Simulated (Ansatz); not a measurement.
# IrN₂ radical: geometry and frequencies at several levels

The task here is to estimate one member of a computed series from the others.

Method: the levels named in each step, in Ansatz 0.2.0.

### Starting point

Bond lengths: N1–N2 1.138 Å, N2–Ir3 1.754 Å. Angles: N1–N2–Ir3 180.0°.

As a file:

```xyz
3

N     0.0000    0.0000   -1.3430
N     0.0000    0.0000   -0.2054
Ir    0.0000    0.0000    1.5484
```

Set-up of the first run:

Contents of input.yaml:

```yaml
crystal:
  periodic: [false, false, false]
  atoms:
    - { symbol: "N", position_ang: [0.0, 0.0, -1.35904758] }
    - { symbol: "N", position_ang: [0.0, 0.0, -0.21850351] }
    - { symbol: Ir, position_ang: [0.0, 0.0, 1.57756109] }
magnetization:
  spin_polarized: true
  initial_magnetization: 1
basis:
  gaussian: { orbitals: def2-TZVPP }
hamiltonian:
  xc: pbe0
  dispersion: d4
relax:
  f_tol: 0.002
  max_steps: 150
```

The run is started by

```bash
> ansatz run input.yaml --threads 2 --pin off --max-ram 5120MiB --backend cpu --events-out ev --progress --plain --runs-dir out
```

Steps of the session up to this table: Relaxation, PBE0-D4/def2-TZVPP; Frequencies, PBE0-D4/def2-TZVPP; Relaxation, PBE-D4/def2-TZVPP; Frequencies, PBE-D4/def2-TZVPP; Relaxation, r2SCAN-D4/def2-TZVPP; Frequencies, r2SCAN-D4/def2-TZVPP; Relaxation, B3LYP-D4/def2-TZVPP; Frequencies, B3LYP-D4/def2-TZVPP; Relaxation, B2PLYP/def2-TZVPP.

One table of the session follows, with a row left open; its other results are not shown here.

| level | N1–N2 (Å) | N2–Ir3 (Å) | rotational constants (MHz) | dipole (D) | highest frequency (cm⁻¹) |
| --- | --- | --- | --- | --- | --- |
| PBE0-D4/def2-TZVPP | ? | ? | ? | ? | ? |
| PBE-D4/def2-TZVPP | 1.1324 | 1.7912 | 3488.1 | 2.41 | 2128 |
| r2SCAN-D4/def2-TZVPP | 1.1218 | 1.7860 | 3521.4 | 2.36 | 2196 |
| B3LYP-D4/def2-TZVPP | 1.1131 | 1.8183 | 3447.3 | 2.10 | 2243 |
| B2PLYP/def2-TZVPP | 1.1253 | 1.8004 | 3475 | 2.49 | - |

Q: Estimate the row for PBE0-D4/def2-TZVPP from the others.

**Answer.** N1–N2 (Å): 1.1110; N2–Ir3 (Å): 1.7998; rotational constants (MHz): 3502; dipole (D): 2.20; highest frequency (cm⁻¹): 2285. In the column «N1–N2 (Å)» it is the lowest.
